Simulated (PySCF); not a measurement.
**A gas-phase reaction: F2H2OSi + N2O → F2H2O2Si + N2**

Wanted: the reaction energy for `O[SiH](F)F` + `[N-]=[N+]=O` → `O[Si](O)(F)F` + `N#N`.

Computed with PySCF 2.14.0; each step states its level. No surroundings beyond the atoms listed, unless a continuum is named. Atoms count from 0, parts from 1.

### 1 Starting point

Each species was relaxed by itself at PBE0-D3(BJ)/def2-SVPD.

### 2 Reaction energy: wB97M-D3(BJ)/def2-TZVPD

The job: settings as JSON, then the geometry in Å.

```
{"job": {"kind": "react", "xc": "wB97M-D3(BJ)", "basis": "def2-TZVPD"}, "charge": 0, "multiplicity": 1}
-1 F2H2OSi charge 0 multiplicity 1
O      1.254330     0.234410     0.125640
Si    -0.364650     0.139050    -0.086140
F     -0.741460    -0.977890    -1.196640
F     -1.101940    -0.354720     1.268580
H      1.767490    -0.531890     0.393330
H     -0.873230     1.453710    -0.491990

-1 N2O charge 0 multiplicity 1
N      1.146650    -0.016460     0.023880
N      0.021850    -0.016540     0.021170
O     -1.155020    -0.016620     0.018320

+1 F2H2O2Si charge 0 multiplicity 1
O      0.359890     0.871320     1.280280
Si     0.128870    -0.276380     0.151930
O     -0.145490     0.400950    -1.309790
F      1.440130    -1.203010     0.159840
F     -1.094090    -1.264130     0.520390
H     -0.167160     1.672400     1.256870
H     -0.504230    -0.135780    -2.020250

+1 N2 charge 0 multiplicity 1
N      0.531360    -0.095720    -0.097970
N     -0.531380     0.095720     0.097980
```

Level: wB97M-D3(BJ)/def2-TZVPD reaction energy of separated species, gas phase.

The run is started by

```bash
OMP_NUM_THREADS=1 python cluster_run.py task.json out
```

The driver reads the jobs from task.json and runs them one after another.

The log of the run:

```text
species 1 (F2H2OSi)
coarse grid: 27136 points
cycle   1  E = -565.8786254069  dE =  2.533e-01  |g| = 9.181e-01  |ddm| = 1.875e+00
cycle   2  E = -565.8723478381  dE =  6.278e-03  |g| = 1.030e+00  |ddm| = 9.638e-01
cycle   3  E = -566.0229188424  dE = -1.506e-01  |g| = 3.593e-02  |ddm| = 4.743e-01
cycle   4  E = -566.0232203988  dE = -3.016e-04  |g| = 1.024e-02  |ddm| = 5.118e-02
cycle   5  E = -566.0232496407  dE = -2.924e-05  |g| = 2.780e-03  |ddm| = 1.478e-02
cycle   6  E = -566.0232509056  dE = -1.265e-06  |g| = 1.606e-03  |ddm| = 3.366e-03
final grid: 57088 points
cycle   7  E = -566.0232535118  dE = -9.704e-08  |g| = 1.794e-03  |ddm| = 2.204e-03
cycle   8  E = -566.0232533401  dE =  1.717e-07  |g| = 2.100e-03  |ddm| = 1.640e-03
cycle   9  E = -566.0232539960  dE = -6.559e-07  |g| = 3.323e-05  |ddm| = 8.645e-04
cycle  10  E = -566.0232539965  dE = -5.105e-10  |g| = 2.114e-05  |ddm| = 6.974e-05
converged SCF energy = -566.0232539965

species 2 (N2O)
coarse grid: 15424 points
cycle   1  E = -184.6618534064  dE =  6.983e-01  |g| = 8.261e-01  |ddm| = 1.717e+00
cycle   2  E = -184.5841316400  dE =  7.772e-02  |g| = 1.134e+00  |ddm| = 9.885e-01
cycle   3  E = -184.7852496000  dE = -2.011e-01  |g| = 1.174e-01  |ddm| = 4.952e-01
cycle   4  E = -184.7864120085  dE = -1.162e-03  |g| = 8.425e-02  |ddm| = 1.014e-01
cycle   5  E = -184.7877134147  dE = -1.301e-03  |g| = 1.003e-02  |ddm| = 4.527e-02
cycle   6  E = -184.7877337189  dE = -2.030e-05  |g| = 1.578e-03  |ddm| = 1.117e-02
cycle   7  E = -184.7877346105  dE = -8.916e-07  |g| = 4.463e-04  |ddm| = 4.009e-03
final grid: 33192 points
cycle   8  E = -184.7877157203  dE = -2.515e-08  |g| = 5.812e-04  |ddm| = 1.929e-03
cycle   9  E = -184.7877155756  dE =  1.447e-07  |g| = 1.087e-03  |ddm| = 7.542e-04
cycle  10  E = -184.7877157914  dE = -2.157e-07  |g| = 4.350e-05  |ddm| = 5.312e-04
cycle  11  E = -184.7877157919  dE = -5.353e-10  |g| = 2.681e-05  |ddm| = 9.347e-05
converged SCF energy = -184.7877157919

species 3 (F2H2O2Si)
coarse grid: 32320 points
cycle   1  E = -641.1764308682  dE =  5.239e-01  |g| = 1.048e+00  |ddm| = 2.165e+00
cycle   2  E = -641.1867707279  dE = -1.034e-02  |g| = 1.105e+00  |ddm| = 1.202e+00
cycle   3  E = -641.3622987529  dE = -1.755e-01  |g| = 4.041e-02  |ddm| = 5.685e-01
cycle   4  E = -641.3626517998  dE = -3.530e-04  |g| = 1.125e-02  |ddm| = 4.416e-02
cycle   5  E = -641.3626817669  dE = -2.997e-05  |g| = 5.607e-03  |ddm| = 1.200e-02
cycle   6  E = -641.3626864774  dE = -4.710e-06  |g| = 1.830e-03  |ddm| = 3.768e-03
final grid: 68296 points
cycle   7  E = -641.3627242692  dE = -3.150e-07  |g| = 2.026e-03  |ddm| = 3.242e-03
cycle   8  E = -641.3627241018  dE =  1.674e-07  |g| = 2.335e-03  |ddm| = 1.819e-03
cycle   9  E = -641.3627248527  dE = -7.509e-07  |g| = 3.986e-05  |ddm| = 9.360e-04
cycle  10  E = -641.3627248538  dE = -1.106e-09  |g| = 2.040e-05  |ddm| = 9.414e-05
cycle  11  E = -641.3627248539  dE = -9.186e-11  |g| = 6.791e-06  |ddm| = 1.965e-05
converged SCF energy = -641.3627248539

species 4 (N2)
coarse grid: 10240 points
cycle   1  E = -109.6045716080  dE =  4.456e-02  |g| = 1.682e-01  |ddm| = 1.300e+00
cycle   2  E = -109.6103825316  dE = -5.811e-03  |g| = 7.387e-02  |ddm| = 1.523e-01
cycle   3  E = -109.6112830181  dE = -9.005e-04  |g| = 6.548e-03  |ddm| = 4.575e-02
cycle   4  E = -109.6112972017  dE = -1.418e-05  |g| = 1.069e-03  |ddm| = 1.769e-02
cycle   5  E = -109.6112976820  dE = -4.803e-07  |g| = 2.349e-04  |ddm| = 1.190e-03
final grid: 21984 points
cycle   6  E = -109.6112973598  dE = -3.484e-08  |g| = 8.005e-05  |ddm| = 6.091e-04
cycle   7  E = -109.6112973626  dE = -2.809e-09  |g| = 3.073e-05  |ddm| = 1.427e-04
cycle   8  E = -109.6112973629  dE = -2.850e-10  |g| = 8.409e-06  |ddm| = 5.241e-05
converged SCF energy = -109.6112973629

Reaction energy = -102.528 kcal/mol
```

It took 30 s on 1 thread of Arm Neoverse V2, shared host; peak memory 0.75 GiB.

Species by species (with the dispersion term, which the log's SCF energies lack):

| ν | species | energy (Eh) | HOMO (eV) |
| --- | --- | --- | --- |
| -1 | O[SiH](F)F | -566.02743 | -13.00 |
| -1 | [N-]=[N+]=O | -184.78947 | -12.17 |
| +1 | O[Si](O)(F)F | -641.36825 | -12.87 |
| +1 | N#N | -109.61204 | -14.89 |

### 3 Energies of the species: PBE0-D3(BJ)/def2-TZVPD

Settings changed since step 2:

```diff
@@ -1,2 +1,2 @@
-{"job": {"kind": "react", "xc": "wB97M-D3(BJ)", "basis": "def2-TZVPD"}, "charge": 0, "multiplicity": 1}
+{"job": {"kind": "react", "xc": "PBE0", "basis": "def2-TZVPD", "disp": "d3bj"}, "charge": 0, "multiplicity": 1}
 -1 F2H2OSi charge 0 multiplicity 1
```

Level: PBE0-D3(BJ)/def2-TZVPD reaction energy of separated species, gas phase.

The log of the run:

```text
species 1 (F2H2OSi)
coarse grid: 6128 points
cycle   1  E = -565.3854462622  dE =  3.274e-01  |g| = 9.626e-01  |ddm| = 1.965e+00
cycle   2  E = -565.1929897471  dE =  1.925e-01  |g| = 1.470e+00  |ddm| = 1.215e+00
cycle   3  E = -565.5335979218  dE = -3.406e-01  |g| = 4.167e-02  |ddm| = 7.484e-01
cycle   4  E = -565.5337630853  dE = -1.652e-04  |g| = 3.285e-02  |ddm| = 4.098e-02
cycle   5  E = -565.5339227964  dE = -1.597e-04  |g| = 8.183e-03  |ddm| = 1.767e-02
cycle   6  E = -565.5339329223  dE = -1.013e-05  |g| = 8.383e-04  |ddm| = 4.274e-03
cycle   7  E = -565.5339330613  dE = -1.391e-07  |g| = 1.090e-04  |ddm| = 6.543e-04
final grid: 57088 points
cycle   8  E = -565.5394460955  dE = -3.478e-05  |g| = 4.345e-03  |ddm| = 2.023e-02
cycle   9  E = -565.5394420244  dE =  4.071e-06  |g| = 6.538e-03  |ddm| = 4.857e-03
cycle  10  E = -565.5394488230  dE = -6.799e-06  |g| = 3.342e-04  |ddm| = 3.102e-03
cycle  11  E = -565.5394488404  dE = -1.745e-08  |g| = 5.045e-05  |ddm| = 1.964e-04
cycle  12  E = -565.5394488407  dE = -2.974e-10  |g| = 1.688e-05  |ddm| = 4.527e-05
converged SCF energy = -565.5394488407

species 2 (N2O)
coarse grid: 3216 points
cycle   1  E = -184.4535301023  dE =  7.159e-01  |g| = 7.390e-01  |ddm| = 1.711e+00
cycle   2  E = -184.1504189522  dE =  3.031e-01  |g| = 1.537e+00  |ddm| = 1.024e+00
cycle   3  E = -184.5235255496  dE = -3.731e-01  |g| = 3.651e-01  |ddm| = 7.201e-01
cycle   4  E = -184.5487849367  dE = -2.526e-02  |g| = 9.413e-02  |ddm| = 2.242e-01
cycle   5  E = -184.5504319231  dE = -1.647e-03  |g| = 6.997e-03  |ddm| = 4.642e-02
cycle   6  E = -184.5504390399  dE = -7.117e-06  |g| = 2.067e-03  |ddm| = 4.688e-03
final grid: 33192 points
cycle   7  E = -184.5460657851  dE =  2.287e-05  |g| = 1.443e-02  |ddm| = 4.923e-02
cycle   8  E = -184.5457693937  dE =  2.964e-04  |g| = 4.136e-02  |ddm| = 2.669e-02
cycle   9  E = -184.5461035593  dE = -3.342e-04  |g| = 2.920e-03  |ddm| = 2.052e-02
cycle  10  E = -184.5461050678  dE = -1.508e-06  |g| = 4.857e-04  |ddm| = 1.401e-03
cycle  11  E = -184.5461051053  dE = -3.758e-08  |g| = 8.087e-05  |ddm| = 2.521e-04
cycle  12  E = -184.5461051068  dE = -1.420e-09  |g| = 1.161e-05  |ddm| = 7.082e-05
cycle  13  E = -184.5461051068  dE = -2.896e-11  |g| = 5.716e-07  |ddm| = 7.493e-06
converged SCF energy = -184.5461051068

species 3 (F2H2O2Si)
coarse grid: 7208 points
cycle   1  E = -640.5738470757  dE =  6.053e-01  |g| = 1.128e+00  |ddm| = 2.263e+00
cycle   2  E = -640.3566513547  dE =  2.172e-01  |g| = 1.626e+00  |ddm| = 1.564e+00
cycle   3  E = -640.7776253245  dE = -4.210e-01  |g| = 5.621e-02  |ddm| = 9.580e-01
cycle   4  E = -640.7778842752  dE = -2.590e-04  |g| = 4.662e-02  |ddm| = 5.324e-02
cycle   5  E = -640.7782003859  dE = -3.161e-04  |g| = 6.194e-03  |ddm| = 2.284e-02
cycle   6  E = -640.7782060603  dE = -5.674e-06  |g| = 9.918e-04  |ddm| = 4.000e-03
final grid: 68296 points
cycle   7  E = -640.7839349070  dE = -4.459e-05  |g| = 6.853e-03  |ddm| = 2.877e-02
cycle   8  E = -640.7839251594  dE =  9.748e-06  |g| = 1.023e-02  |ddm| = 8.011e-03
cycle   9  E = -640.7839418623  dE = -1.670e-05  |g| = 4.347e-04  |ddm| = 5.074e-03
cycle  10  E = -640.7839418849  dE = -2.260e-08  |g| = 1.752e-04  |ddm| = 2.502e-04
cycle  11  E = -640.7839418890  dE = -4.174e-09  |g| = 5.184e-05  |ddm| = 1.008e-04
cycle  12  E = -640.7839418894  dE = -3.713e-10  |g| = 9.127e-06  |ddm| = 3.250e-05
converged SCF energy = -640.7839418894

species 4 (N2)
coarse grid: 2128 points
cycle   1  E = -109.4495538526  dE =  1.300e-01  |g| = 1.031e-01  |ddm| = 1.274e+00
cycle   2  E = -109.4509873000  dE = -1.433e-03  |g| = 4.736e-02  |ddm| = 1.022e-01
cycle   3  E = -109.4514097749  dE = -4.225e-04  |g| = 9.135e-03  |ddm| = 3.531e-02
cycle   4  E = -109.4514264592  dE = -1.668e-05  |g| = 5.122e-04  |ddm| = 5.403e-03
cycle   5  E = -109.4514265063  dE = -4.711e-08  |g| = 7.834e-05  |ddm| = 4.375e-04
final grid: 21984 points
cycle   6  E = -109.4466155642  dE = -6.532e-06  |g| = 2.545e-03  |ddm| = 6.412e-02
cycle   7  E = -109.4466162251  dE = -6.609e-07  |g| = 1.599e-03  |ddm| = 2.778e-03
cycle   8  E = -109.4466167336  dE = -5.085e-07  |g| = 4.384e-05  |ddm| = 9.900e-04
cycle   9  E = -109.4466167339  dE = -3.827e-10  |g| = 4.609e-06  |ddm| = 5.246e-05
converged SCF energy = -109.4466167339

Reaction energy = -91.230 kcal/mol
```

Run time: 14 s. Hardware: 1 thread of Arm Neoverse V2, shared host; peak memory 0.63 GiB.

Reaction energy at this level: -91.23 kcal/mol.

### 4 Comparing the runs

Energies in kcal/mol, with wall time:

| run | reaction | time |
| --- | --- | --- |
| wB97M-D3(BJ)/def2-TZVPD | -102.5 | 30 s |
| PBE0-D3(BJ)/def2-TZVPD | -91.23 | 14 s |

### 5 What came out

| quantity | value |
| --- | --- |
| reaction energy (wB97M-D3(BJ)/def2-TZVPD) | -102.5 kcal/mol |
| ΔH, ΔG at 298 K (xTB thermal terms) | -102.3, -102.4 kcal/mol |
| range of the reaction energy over the runs of this table | -102.5 to -91.23 kcal/mol |

**Reading.** The reaction is exothermic by 102.3 kcal/mol in the gas phase; dispersion gives -0.21, and xTB itself gave -15.76 for the electronic energy (xTB energies and thermal terms come from the earlier relaxation of each species, not shown). No barrier was sought. xTB and this level differ widely in the electronic energy, so what comes from xTB (the thermal terms above all) is less safe here. The reaction energy runs from -102.5 (wB97M-D3(BJ)/def2-TZVPD) to -91.23 kcal/mol (PBE0-D3(BJ)/def2-TZVPD).
